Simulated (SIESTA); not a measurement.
Mn3Sn:

```
Sn Mn
1.0
     5.67000    0.00000    0.00000
    -2.83500    4.91036    0.00000
     0.00000    0.00000    4.53000
Sn Mn
2 6
Cartesian
  2.8350 1.6368 3.3975
  0.0000 3.2736 1.1325
  1.4147 4.0903 3.3975
  4.2497 0.8200 1.1325
  0.0000 1.6401 3.3975
  1.4203 0.8200 1.1325
  -1.4147 4.0903 3.3975
  2.8350 3.2703 1.1325
```

```yaml
Program: SIESTA 5.4.2
Task: single point
Functional: PBEsol
Potentials_or_basis: PseudoDojo 0.4 standard (PBEsol files)
Basis: DZP (energy shift 0.003 Ry; two zetas on semicore shells)
Grid_cutoff: 800 Ry
Energy_shift: 0.003 Ry
k_mesh: 6 × 6 × 6
Occupations: fermi-dirac, width 0.05 eV
Spin: collinear spin, ferromagnetic start
Starting_moments: "[0.0, 0.0, 4.0, 4.0, 4.0, 4.0, 4.0, 4.0] μB"
```

On this cell: pressure -7.7 GPa; largest force 0.486 eV/Å; net moment 19.12 μB per cell; site moments Sn -0.51; Mn +3.36 μB; band gap on the k mesh none (metal or under the smearing width).

The same run follows on a disturbed copy (atoms moved at random, drawn with an rms of 0.05 Å):

```
CELL_PARAMETERS angstrom
5.67000 0.00000 0.00000
-2.83500 4.91036 0.00000
0.00000 0.00000 4.53000
ATOMIC_POSITIONS crystal
Sn 0.66353 0.32425 0.76132
Sn 0.33490 0.66815 0.24518
Mn 0.67632 0.83170 0.74329
Mn 0.83556 0.17156 0.26335
Mn 0.15571 0.32471 0.75533
Mn 0.32613 0.17629 0.25635
Mn 0.16209 0.83206 0.75071
Mn 0.83659 0.66484 0.26222
```

Question: What changes?

Answer: The energy (extrapolated to zero smearing) moves by +0.4 meV/atom; pressure -7.9 GPa; largest force 0.535 eV/Å; net moment 18.99 μB per cell; site moments Sn -0.51, -0.52; Mn +3.36, +3.31, +3.30, +3.33 μB; band gap on the k mesh none (metal or under the smearing width).

Forces on the atoms (eV/Å):
```
Sn  -0.236  0.165 -0.049
Sn   0.002  0.195  0.203
Mn   0.089  0.070  0.247
Mn   0.339 -0.354 -0.185
Mn   0.215 -0.153 -0.082
Mn  -0.068 -0.527  0.058
Mn  -0.211  0.143  0.016
Mn  -0.131  0.464 -0.209
```

Stress tensor (GPa, compression positive):
```
-8.18 -0.23  0.00
-0.23 -8.86  0.14
 0.00  0.14 -6.67
```

Caveats: short orbitals over semicore shells can move pressures by several GPa; the basis of atomic orbitals isn't converged, which shifts pressures, moduli and gaps.
